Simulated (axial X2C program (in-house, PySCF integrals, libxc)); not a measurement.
# A two-component session on GaC⁻: properties at the nuclei

Aim: properties at the nuclei of GaC⁻, with spin–orbit coupling in the Hamiltonian from the start.

Program: an in-house X2C program for linear molecules on PySCF integrals. Level of theory: two-component X2C with atomic mean-field terms, Ga dyall-acv3z, C dyall-av3z. These are calculated values, not measurements.

## (1) Set-up

task.json

```json
{
 "zs": [
  31,
  6
 ],
 "q": -1,
 "bas": [
  "dyall-acv3z",
  "dyall-av3z"
 ],
 "r0": 1.84,
 "levels": [
  "PBE0",
  "HF",
  "BP86",
  "PBE",
  "TPSSh"
 ],
 "nst": 3
}
```

Keys: zs atomic numbers; q charge; bas basis sets; r0 starting distance in Å; levels methods (HF also brings MP2); nst determinants followed.

Run with:

```sh
$ python soeom.py task.json out
```

Further steps of the session: Expectation values, lowest determinant; Expectation values, a higher determinant; Expectation values, a higher determinant.

**Question.** What will these runs give? Wanted: lowest determinant; Eeff magnitude; Ws magnitude Ga; A∥/gI Ga; qzz Ga; higher determinant (for each run or level that gives them).

**Answer**, as computed:

| quantity | value |
| --- | --- |
| lowest determinant | Ω = 2 (excess of +ω over −ω: ω = 1/2, ω = 3/2) |
| Eeff magnitude (GV/cm), PBE0 | 0.237 |
| Ws magnitude Ga (kHz), PBE0 | 0.0664 |
| A∥/gI Ga (MHz), PBE0 | 27.9 |
| qzz Ga (a.u.), PBE0 | -1.59 |
| higher determinant | Ω = 1 (excess of +ω over −ω: ω = -1/2, ω = 3/2) |
| Eeff magnitude (GV/cm), PBE0, higher determinant | 0.152 |
| Ws magnitude Ga (kHz), PBE0, higher determinant | 0.0895 |
| A∥/gI Ga (MHz), PBE0, higher determinant | -69.3 |
| qzz Ga (a.u.), PBE0, higher determinant | -4.02 |
| higher determinant | Ω = 1 (excess of +ω over −ω: 2 × ω = 1/2) |
| Eeff magnitude (GV/cm), PBE0, higher determinant | 0.395 |
| Ws magnitude Ga (kHz), PBE0, higher determinant | 0.179 |
| A∥/gI Ga (MHz), PBE0, higher determinant | 62.9 |
| qzz Ga (a.u.), PBE0, higher determinant | -1.50 |

**Reading.** In the first state, the effective field runs from 0.0877 to 0.365 GV/cm over the mean-field levels, so the levels don't agree on it. The expectation values come from single determinants, which for open shells can mix terms of unlike spin or miss the lowest Ω, so a determinant need not be a state. Eeff is the effective electric field on the electron dipole moment in this Ω state and Ws the scalar–pseudoscalar constant (defined with the proton number Z and per Ω); A∥ is the parallel hyperfine constant, which follows by multiplying with the nuclear g factor gI = μI/(I μN); qzz is the electric field gradient, eQq0 = 234.96 MHz × Q/barn × qzz. The operators were transformed with the bare-nucleus X2C matrices. A second determinant lies within 0.1 eV of the first, so their order is not settled at this level.
